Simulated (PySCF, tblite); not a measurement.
# CH9GeSSi2 radical: geometry, infrared bands and EPR parameters

Aim: predict the infrared bands and EPR parameters of CH9GeSSi2 radical (`[SiH3]S[CH][GeH2][SiH3]`).

The runs use tblite 0.8.0 and PySCF 2.14.0, with density-fitted response routines of our own; the level of theory stands in each step. All values are computed, except where a source is named. Atoms count from 0, in the outputs and in this text.

**1. The molecule as given**

14 atoms, charge 0, multiplicity 2; geometry from: force field or distance geometry start.

Bonds of the start (Å): Si0–S1 2.16, S1–C2 1.80, C2–Ge3 1.95, Ge3–Si4 2.32, Si0–H5 1.47, Si0–H6 1.46, Si0–H7 1.48, C2–H8 1.11, Ge3–H9 1.56, Ge3–H10 1.54, Si4–H11 1.47, Si4–H12 1.47, Si4–H13 1.47.

**2. Relaxing the molecule with GFN2-xTB**

What the job is given:

```
{"job": {"kind": "relax", "xc": "GFN2-xTB", "basis": "xTB"}, "charge": 0, "multiplicity": 2}
Si     3.178200    -0.082700     0.114800
S      1.183500    -0.393700     0.871600
C      0.439500    -0.181400    -0.750100
Ge    -1.429200    -0.736600    -0.696600
Si    -2.605800     0.625900     0.764100
H      3.462800    -1.090500    -0.913400
H      4.142500    -0.192100     1.209000
H      3.264100     1.268100    -0.472200
H      0.479600     0.887900    -1.048300
H     -1.510300    -2.211600    -0.187700
H     -2.049100    -0.643700    -2.107400
H     -4.014900     0.198200     0.803100
H     -2.022100     0.535600     2.111300
H     -2.519600     2.016200     0.279500
```

Command:

```
> OMP_NUM_THREADS=1 python probes_run.py task.json out
```

This one command runs all jobs of the session in turn.

**Question.** This job is followed by: GFN2-xTB harmonic vibrations, gas phase; UKS B3LYP, def2-TZVP-core on Ge, pcH-1 on C H S Si, non-relativistic, mean-field spin-orbit, GIAO. What will the session give for the following? strongest single infrared mode (GFN2-xTB); zero-point energy (GFN2-xTB); g(iso) (B3LYP); ⟨S²⟩; largest a(iso) (averaged by class); potential on the surface of density 0.002 e/bohr³, 1st and 99th percentile.

The runs gave:

```
                                                                  quantity                 value
                                 strongest single infrared mode (GFN2-xTB)  755 cm⁻¹, 660 km/mol
                                              zero-point energy (GFN2-xTB)         48.8 kcal/mol
                                                            g(iso) (B3LYP)               2.00459
                                                                      ⟨S²⟩    0.754 (exact 0.75)
                                        largest a(iso) (averaged by class)  13C on C2, 114.7 MHz
potential on the surface of density 0.002 e/bohr³, 1st and 99th percentile    -0.63 V and 1.40 V
```

In words: The optimisation took 81 steps and gained 0.405 eV; among the close pairs (by a distance rule), S1–C2 changed most, from 1.797 to 1.726 Å. No mode is imaginary among the 36: a minimum at this level. The strongest single mode, at 755 cm⁻¹, has its largest shares on H6, H7 and H5 (the list is cut at 3 atoms). GFN2-xTB is a fitted tight-binding method: band positions and strengths are rough. Its intensities can rank the bands wrongly. Most of the unpaired spin sits on C2 (0.81 e). The isotropic g lies 2.3 ppt above the free-electron value. The hyperfine terms hold no scalar relativity, which the heavier nuclei need. These values are for one conformer; the search (at its own cheap level) found 2 more, at 0.04, 1.37 kcal/mol (those within 0.05 may be mirror or relabelled copies), and measured spectra average over such forms.
